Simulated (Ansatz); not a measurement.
# C₃H₇AlGe: up Jacob's ladder to CCSD(T)

The task here is to estimate one member of a computed series from the others.

Program: Ansatz 0.2.0, Gaussian basis. Level of theory: functionals in def2-TZVPP, the program's frozen cores in correlated methods. These are calculated values, not measurements.

Plan: LDA (SPW92), PBE-D4, revPBE-D4, BLYP-D4, r2SCAN-D4, B97M-V, PBE0-D4, B3LYP-D4, r2SCANh-D4, r2SCAN0-D4, HSE06-D4, BHLYP-D4, CAM-B3LYP-D4, LC-ωPBE, ωB97X-V, ωB97M-V, B2PLYP, PBE-QIDH; CCSD(T)/def2-SVP; CCSD(T)/def2-TZVPP; MP2/def2-QZVPP; extrapolation to the limit; RPA on PBE.

## The relaxed structure

An earlier PBE0-D4 in a triple-zeta def2 set relaxation fixed the geometry.

SMILES `[AlH2][GeH]1[CH]=C[CH2]1`, 12 atoms, charge 0, spin multiplicity 1.

Atoms are counted from 1 here; the program's logs count them from 0.

Bond lengths: Al1–Ge2 2.479 Å, Al1–H6 1.589 Å, Al1–H7 1.589 Å, Ge2–C3 1.962 Å, Ge2–C5 2.006 Å, Ge2–H8 1.549 Å, C3–C4 1.339 Å, C3–H9 1.084 Å, C4–C5 1.508 Å, C4–H10 1.092 Å, C5–H11 1.093 Å, C5–H12 1.092 Å. Angles: Ge2–Al1–H6 120.8°, Ge2–Al1–H7 120.0°, H6–Al1–H7 119.1°, Al1–Ge2–C3 115.3°, Al1–Ge2–C5 118.8°, Al1–Ge2–H8 115.1°, C3–Ge2–C5 71.9°, C3–Ge2–H8 114.7°, C5–Ge2–H8 114.2°, Ge2–C3–C4 92.4°, Ge2–C3–H9 140.0°, C4–C3–H9 127.5°, C3–C4–C5 109.7°, C3–C4–H10 126.3°, C5–C4–H10 124.0°, Ge2–C5–C4 85.9°, Ge2–C5–H11 114.7°, Ge2–C5–H12 117.4° and more.

The first run:

File in.yaml:

```yaml
crystal:
  periodic: [false, false, false]
  atoms:
    - {symbol: Al, position_ang: [-0.191900, 1.685953, 1.988437]}
    - {symbol: Ge, position_ang: [-0.845168, 0.010639, 0.281795]}
    - {symbol: C, position_ang: [-0.160877, 0.345250, -1.526605]}
    - {symbol: C, position_ang: [0.644914, -0.722788, -1.480499]}
    - {symbol: C, position_ang: [0.446203, -1.454136, -0.176655]}
    - {symbol: H, position_ang: [-1.045744, 3.009624, 2.199465]}
    - {symbol: H, position_ang: [1.132853, 1.478006, 2.841235]}
    - {symbol: H, position_ang: [-2.325284, -0.443810, 0.339435]}
    - {symbol: H, position_ang: [-0.258530, 1.064528, -2.331243]}
    - {symbol: H, position_ang: [1.344637, -1.038931, -2.256286]}
    - {symbol: H, position_ang: [-0.005752, -2.442692, -0.287202]}
    - {symbol: H, position_ang: [1.341547, -1.546742, 0.442123]}
basis:
  gaussian: {orbitals: def2-TZVPP}
hamiltonian: {xc: lda}
output: {orbitals: {seedname: orbitals}}
```

Among the steps run: LDA; PBE-D4 (GGA); revPBE-D4 (GGA); BLYP-D4 (GGA); r2SCAN-D4 (meta-GGA); B97M-V (meta-GGA); PBE0-D4 (hybrid); B3LYP-D4 (hybrid); r2SCANh-D4 (hybrid); r2SCAN0-D4 (hybrid); HSE06-D4 (hybrid); BHLYP-D4 (hybrid); CAM-B3LYP-D4 (range-separated); LC-ωPBE (range-separated); ωB97X-V (range-separated); ωB97M-V (range-separated); B2PLYP (double hybrid); PBE-QIDH (double hybrid).

One of the session's tables, all rows but one given; the rest of the session is left out.

It belongs to the step «Orbital energies across the functionals». 

| functional | HOMO (eV) | LUMO (eV) | gap (eV) |
| --- | --- | --- | --- |
| LDA (SPW92) | -6.06 | -3.02 | 3.04 |
| PBE-D4 | -5.95 | -2.80 | 3.15 |
| revPBE-D4 | -5.90 | -2.70 | 3.20 |
| BLYP-D4 | -5.79 | -2.67 | 3.12 |
| r2SCAN-D4 | -6.14 | -2.56 | 3.59 |
| B97M-V | -6.22 | -2.75 | 3.48 |
| PBE0-D4 | -6.97 | -2.06 | 4.91 |
| B3LYP-D4 | -6.76 | -2.25 | 4.52 |
| r2SCANh-D4 | -6.52 | -2.30 | 4.22 |
| r2SCAN0-D4 | -7.09 | -1.92 | 5.17 |
| HSE06-D4 | -6.58 | -2.42 | 4.15 |
| BHLYP-D4 | ? | ? | ? |
| CAM-B3LYP-D4 | -8.18 | -1.12 | 7.06 |
| LC-ωPBE | -9.47 | -0.05 | 9.42 |
| ωB97X-V | -9.14 | -0.17 | 8.96 |
| ωB97M-V | -8.96 | -0.44 | 8.52 |

**Question.** Estimate the row for BHLYP-D4.

Worked estimate for «HOMO (eV)». Against the share of exact exchange, BLYP-D4 (0, -5.79), B3LYP-D4 (0.2, -6.76) give a slope of -4.85 per unit share; at 0.5 the line stands at -8.21.

The run gave: HOMO (eV): -7.86; LUMO (eV): -1.28; gap (eV): 6.58. In «HOMO (eV)» the line misses by -0.35.
